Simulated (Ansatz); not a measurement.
**H₇NOSi₂: small, medium and large basis sets**

How large a basis does H₇NOSi₂ need? Two functionals are run in growing sets.

Computed with Ansatz 0.2.0, Gaussian basis. Level: one geometry, several basis sets.

Plan: PBE0-D4/def2-SVP; ωB97M-V/def2-SVP; PBE0-D4/def2-QZVPP; ωB97M-V/def2-QZVPP; the functionals' def2-TZVPP values are taken from earlier runs.

### 1 The geometry

The geometry comes from an earlier relaxation with PBE0-D4 in a triple-zeta def2 set; it is a stationary point, not always the lowest conformer.

SMILES `N[SiH2]O[SiH3]`, 11 atoms, charge 0, spin multiplicity 1.

Atoms are counted from 1 here; the program's logs count them from 0.

Bond lengths: N1–Si2 1.701 Å, N1–H5 1.007 Å, N1–H6 1.007 Å, Si2–O3 1.640 Å, Si2–H7 1.484 Å, Si2–H8 1.484 Å, O3–Si4 1.630 Å, Si4–H9 1.487 Å, Si4–H10 1.484 Å, Si4–H11 1.487 Å. Angles: Si2–N1–H5 121.3°, Si2–N1–H6 121.3°, H5–N1–H6 111.5°, N1–Si2–O3 114.3°, N1–Si2–H7 107.5°, N1–Si2–H8 107.5°, O3–Si2–H7 107.7°, O3–Si2–H8 107.7°, H7–Si2–H8 112.2°, Si2–O3–Si4 148.8°, O3–Si4–H9 110.5°, O3–Si4–H10 108.5°, O3–Si4–H11 110.5°, H9–Si4–H10 109.2°, H9–Si4–H11 108.7°, H10–Si4–H11 109.3°.

Coordinates:

```mol
H7NOSi2
  3D, bonds by distance, orders not assigned

 11 10  0  0  0  0  0  0  0  0999 V2000
   -0.4597    2.2952   -0.2140 N   0  0
   -0.8421    0.6382   -0.2579 Si  0  0
    0.4105   -0.3525    0.1139 O   0  0
    0.9704   -1.8666    0.3385 Si  0  0
   -0.3521    2.7837    0.6594 H   0  0
    0.0785    2.7267   -0.9471 H   0  0
   -1.9157    0.4006    0.7381 H   0  0
   -1.2764    0.3164   -1.6394 H   0  0
    0.8358   -2.6630   -0.9103 H   0  0
    2.4032   -1.7885    0.7169 H   0  0
    0.2131   -2.5471    1.4227 H   0  0
  1  2  8  0
  2  3  8  0
  3  4  8  0
  1  5  8  0
  1  6  8  0
  2  7  8  0
  2  8  8  0
  4  9  8  0
  4 10  8  0
  4 11  8  0
M  END
```

### 2 PBE0-D4 in def2-SVP

Input file in.yaml:

```yaml
crystal:
  periodic: [false, false, false]
  atoms:
    - {symbol: N, position_ang: [-0.459750, 2.295232, -0.214046]}
    - {symbol: Si, position_ang: [-0.842094, 0.638186, -0.257912]}
    - {symbol: O, position_ang: [0.410507, -0.352453, 0.113866]}
    - {symbol: Si, position_ang: [0.970387, -1.866626, 0.338491]}
    - {symbol: H, position_ang: [-0.352063, 2.783732, 0.659417]}
    - {symbol: H, position_ang: [0.078456, 2.726724, -0.947072]}
    - {symbol: H, position_ang: [-1.915683, 0.400580, 0.738118]}
    - {symbol: H, position_ang: [-1.276445, 0.316355, -1.639426]}
    - {symbol: H, position_ang: [0.835791, -2.663009, -0.910334]}
    - {symbol: H, position_ang: [2.403176, -1.788498, 0.716899]}
    - {symbol: H, position_ang: [0.213117, -2.547125, 1.422701]}
basis:
  gaussian: {orbitals: def2-SVP}
hamiltonian: {xc: pbe0, dispersion: d4}
output: {orbitals: {seedname: orbitals}}
```

After this run come: ωB97M-V in def2-SVP; PBE0-D4 in def2-QZVPP; ωB97M-V in def2-QZVPP.

Before running them: what should the planned runs give, taken together? Wanted: PBE0-D4: double and triple zeta above quadruple; ωB97M-V: double and triple zeta above quadruple.

The runs gave:

```
                                       quantity           value
PBE0-D4: double and triple zeta above quadruple  11.14, 0.79 eV
ωB97M-V: double and triple zeta above quadruple  11.26, 0.73 eV
```

In words: PBE0-D4 gains 10.35 eV from double to triple zeta, then 0.79 eV more. These are total energies; as a rule much of such shifts cancels in differences, which this series doesn't test. The LUMO of ωB97M-V is positive and keeps falling with the basis (2.82 to 1.44 eV): an unbound level that the basis holds in place.
